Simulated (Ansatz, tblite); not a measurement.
# (OH)3Si-NH-SiH3 (H7NO3Si2): rung by rung

How do method and basis change the picture of (OH)3Si-NH-SiH3 (H7NO3Si2) (singlet)?

Program: Ansatz 0.2.0, Gaussian basis. Level of theory: as each input shows. These are calculated values, not measurements.

Plan: GFN1-xTB, GFN2-xTB, PBE-D4/def2-TZVP, r2SCAN-D4/def2-TZVP, LC-ωPBE/def2-TZVP, BLYP-D4/def2-TZVP, revPBE-D4/def2-TZVP, LC-ωPBE(0.10)/def2-SVP, LC-ωPBE(0.15)/def2-SVP, LC-ωPBE(0.20)/def2-SVP, LC-ωPBE(0.30)/def2-SVP, PBE-D4/def2-SVP, PBE0-D4/def2-SVP, HF/STO-3G, HF/6-31G, B3LYP-D4/6-31G, PBE0-D4/def2-TZVPD, PBE-D4/def2-TZVPD, LC-ωPBE/def2-TZVPD, CCSD(T)/def2-TZVP, RPA/def2-TZVP.

2 further runs of the same task are left out: 2 set aside as unsound or not needed.

### Step 1. The relaxed structure

The geometry is that of the singlet, from an earlier relaxation (PBE0-D4/def2-SVP).

13 atoms, charge 0, spin multiplicity 1.

Bond lengths: Si1–O2 1.659 Å, Si1–O3 1.652 Å, Si1–O4 1.649 Å, Si1–N5 1.718 Å, O2–H7 0.962 Å, O3–H8 0.962 Å, O4–H9 0.962 Å, N5–Si6 1.741 Å, N5–H10 1.015 Å, Si6–H11 1.499 Å, Si6–H12 1.493 Å, Si6–H13 1.495 Å. Angles: O2–Si1–O3 105.0°, O2–Si1–O4 116.3°, O2–Si1–N5 106.4°, O3–Si1–O4 105.8°, O3–Si1–N5 117.4°, O4–Si1–N5 106.4°, Si1–O2–H7 116.7°, Si1–O3–H8 115.9°, Si1–O4–H9 114.7°, Si1–N5–Si6 126.4°, Si1–N5–H10 116.8°, Si6–N5–H10 116.7°, N5–Si6–H11 112.3°, N5–Si6–H12 107.7°, N5–Si6–H13 112.2°, H11–Si6–H12 108.4°, H11–Si6–H13 106.9°, H12–Si6–H13 109.2°.

PBE0-D4/def2-TZVP was run before; its log isn't repeated, and its numbers join the tables.

### Step 2. GFN1-xTB

Tight binding, by tblite at 300 K electronic temperature and without a spin-polarisation term:

```python
tblite.interface.Calculator('GFN1-xTB', numbers, positions, charge=0, uhf=0).singlepoint()
```

Energy -681.6849 eV, HOMO -10.97 eV, LUMO -4.76 eV; 0.009 s.

### Step 3. GFN2-xTB

Tight binding, by tblite at 300 K electronic temperature and without a spin-polarisation term:

```python
tblite.interface.Calculator('GFN2-xTB', numbers, positions, charge=0, uhf=0).singlepoint()
```

Energy -607.8355 eV, HOMO -10.34 eV, LUMO -4.73 eV; 0.006 s.

### Step 4. PBE-D4/def2-TZVP

start.molden holds the orbitals of an earlier run on this state, given as this run's starting guess.

in.yaml reads:

```yaml
crystal:
  periodic: [false, false, false]
  atoms:
    - {symbol: Si, position_ang: [0.172453, -0.799857, -0.652234]}
    - {symbol: O, position_ang: [-0.804037, -1.486152, 0.499663]}
    - {symbol: O, position_ang: [-0.688342, -0.903994, -2.058324]}
    - {symbol: O, position_ang: [1.604355, -1.563057, -0.943454]}
    - {symbol: N, position_ang: [0.566370, 0.770875, -0.079996]}
    - {symbol: Si, position_ang: [-0.247298, 1.643644, 1.188409]}
    - {symbol: H, position_ang: [-0.445137, -1.547468, 1.390035]}
    - {symbol: H, position_ang: [-1.643101, -0.828615, -1.972926]}
    - {symbol: H, position_ang: [1.558085, -2.267093, -1.597534]}
    - {symbol: H, position_ang: [1.374404, 1.221543, -0.498256]}
    - {symbol: H, position_ang: [-0.149801, 0.947394, 2.512268]}
    - {symbol: H, position_ang: [0.404592, 2.981391, 1.310466]}
    - {symbol: H, position_ang: [-1.702563, 1.831399, 0.901871]}
basis:
  gaussian: {orbitals: def2-TZVP, initial_orbitals: start.molden}
hamiltonian: {xc: pbe, dispersion: d4}
scf: {omitted_lower_state_checks: [starts]}
output: {orbitals: {seedname: orbitals}}
```

Run with:

```console
> ansatz run in.yaml --threads 2 --pin off --events-out ev --progress --plain --max-ram 20480MiB --backend cpu
```

The runs that follow: r2SCAN-D4/def2-TZVP; LC-ωPBE/def2-TZVP; BLYP-D4/def2-TZVP; revPBE-D4/def2-TZVP; LC-ωPBE(0.10)/def2-SVP; LC-ωPBE(0.15)/def2-SVP; LC-ωPBE(0.20)/def2-SVP; LC-ωPBE(0.30)/def2-SVP; PBE-D4/def2-SVP; PBE0-D4/def2-SVP; HF/STO-3G; HF/6-31G; B3LYP-D4/6-31G; PBE0-D4/def2-TZVPD; PBE-D4/def2-TZVPD; LC-ωPBE/def2-TZVPD; CCSD(T)/def2-TZVP; RPA/def2-TZVP.

**Question.** What will the summary of the whole plan be? Wanted: gap in def2-TZVP, named functionals, smallest and largest; gap over the ω; correlation energy, CCSD(T)/def2-TZVP; binding an atom, CCSD(T)/def2-TZVP; PBE0 total energy, smallest basis above largest.

**Answer**, as computed:

| quantity | value |
| --- | --- |
| gap in def2-TZVP, named functionals, smallest and largest | 5.44 eV (BLYP-D4), 12.73 eV (LC-ωPBE) |
| gap over the ω (1/bohr) | 8.65 eV at 0.1, 12.27 eV at 0.3 |
| correlation energy, CCSD(T)/def2-TZVP | -33.44 eV |
| binding an atom, CCSD(T)/def2-TZVP | 3.759 eV |
| PBE0 total energy, smallest basis above largest | 15.64 eV (def2-SVP, def2-TZVPD) |

What this shows: Over the named functionals in def2-TZVP the gap runs from 5.44 eV (BLYP-D4) to 12.73 eV (LC-ωPBE); exact exchange widens it. Raising the ω (1/bohr) from 0.1 to 0.3 moves the HOMO by -2.13 eV and the LUMO by +1.49 eV. A small miss in a minimal or small basis is a cancelling of errors, not accuracy. The functionals in def2-TZVP miss CCSD(T)/def2-TZVP by +0.073 (revPBE-D4) to +0.174 eV (PBE-D4) an atom. The reference is CCSD(T) in one finite basis, so it carries an error of its own, often a tenth of an eV or more, and near misses can't be ranked.
